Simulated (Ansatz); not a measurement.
# C₄H₁₂Se₄Si: basis-set convergence

Aim: see how fast density functionals converge with the basis set for C₄H₁₂Se₄Si.

The runs use Ansatz 0.2.0, Gaussian basis; one geometry, several basis sets.

Plan: PBE0-D4/def2-SVP; ωB97M-V/def2-SVP; PBE0-D4/def2-QZVPP; ωB97M-V/def2-QZVPP; the functionals' def2-TZVPP values are taken from earlier runs.

## Step 1: Structure used throughout

An earlier PBE0-D4 in a triple-zeta def2 set relaxation fixed the geometry.

21 atoms, charge 0, spin multiplicity 1.

Atoms are counted from 1 here; the program's logs count them from 0.

Bond lengths: C1–Se2 1.956 Å, C1–H10 1.089 Å, C1–H11 1.088 Å, C1–H12 1.088 Å, Se2–Si3 2.271 Å, Si3–Se4 2.271 Å, Si3–Se6 2.271 Å, Si3–Se8 2.271 Å, Se4–C5 1.956 Å, C5–H13 1.088 Å, C5–H14 1.089 Å, C5–H15 1.088 Å, Se6–C7 1.956 Å, C7–H16 1.089 Å, C7–H17 1.088 Å, C7–H18 1.088 Å, Se8–C9 1.956 Å, C9–H19 1.089 Å and more. Angles: Se2–C1–H10 106.3°, Se2–C1–H11 109.7°, Se2–C1–H12 109.7°, H10–C1–H11 110.3°, H10–C1–H12 110.3°, H11–C1–H12 110.4°, C1–Se2–Si3 96.1°, Se2–Si3–Se4 112.9°, Se2–Si3–Se6 112.9°, Se2–Si3–Se8 102.8°, Se4–Si3–Se6 102.8°, Se4–Si3–Se8 112.9°, Se6–Si3–Se8 112.9°, Si3–Se4–C5 96.1°, Se4–C5–H13 109.7°, Se4–C5–H14 106.3°, Se4–C5–H15 109.7°, H13–C5–H14 110.3° and more.

## Step 2: PBE0-D4 in def2-SVP

Contents of in.yaml:

```yaml
crystal:
  periodic: [false, false, false]
  atoms:
    - {symbol: C, position_ang: [0.509450, 2.105699, -2.284401]}
    - {symbol: Se, position_ang: [-0.622142, 0.518075, -2.121766]}
    - {symbol: Si, position_ang: [-0.006042, 0.000462, 0.002187]}
    - {symbol: Se, position_ang: [2.230101, -0.334118, 0.217744]}
    - {symbol: C, position_ang: [2.350003, -1.782031, -1.092488]}
    - {symbol: Se, position_ang: [-0.406743, 1.683537, 1.473656]}
    - {symbol: C, position_ang: [-2.328345, 1.807665, 1.127847]}
    - {symbol: Se, position_ang: [-1.224914, -1.865573, 0.439025]}
    - {symbol: C, position_ang: [-0.554820, -2.129261, 2.258082]}
    - {symbol: H, position_ang: [0.335390, 2.504282, -3.282265]}
    - {symbol: H, position_ang: [1.553877, 1.825220, -2.165950]}
    - {symbol: H, position_ang: [0.226054, 2.836821, -1.530269]}
    - {symbol: H, position_ang: [2.029632, -1.421450, -2.067628]}
    - {symbol: H, position_ang: [3.396548, -2.079744, -1.124203]}
    - {symbol: H, position_ang: [1.728693, -2.616606, -0.774722]}
    - {symbol: H, position_ang: [-2.704787, 2.598671, 1.773978]}
    - {symbol: H, position_ang: [-2.806478, 0.861150, 1.370832]}
    - {symbol: H, position_ang: [-2.497452, 2.059901, 0.083182]}
    - {symbol: H, position_ang: [-1.048739, -3.021114, 2.639584]}
    - {symbol: H, position_ang: [0.523083, -2.274722, 2.234277]}
    - {symbol: H, position_ang: [-0.806768, -1.266066, 2.870397]}
basis:
  gaussian: {orbitals: def2-SVP}
hamiltonian: {xc: pbe0, dispersion: d4}
output: {orbitals: {seedname: orbitals}}
```

Run with:

```sh
ansatz run in.yaml --threads 11 --pin off --events-out ev --progress --plain --max-ram 174080MiB --backend cpu
```

Further steps of the session: ωB97M-V in def2-SVP; PBE0-D4 in def2-QZVPP; ωB97M-V in def2-QZVPP.

Before running them: what should the planned runs give, taken together? Wanted: PBE0-D4: double and triple zeta above quadruple; ωB97M-V: double and triple zeta above quadruple.

The runs gave:

```
                                       quantity           value
PBE0-D4: double and triple zeta above quadruple  45.68, 5.99 eV
ωB97M-V: double and triple zeta above quadruple  45.69, 5.80 eV
```

In words: For PBE0-D4 the step from double to triple zeta gains 39.69 eV and the next only 5.99 eV. Total energies overstate the basis error of differences, where much of it tends to cancel. The LUMO of ωB97M-V is positive and keeps falling with the basis (1.25 to 0.73 eV): an unbound level that the basis holds in place.
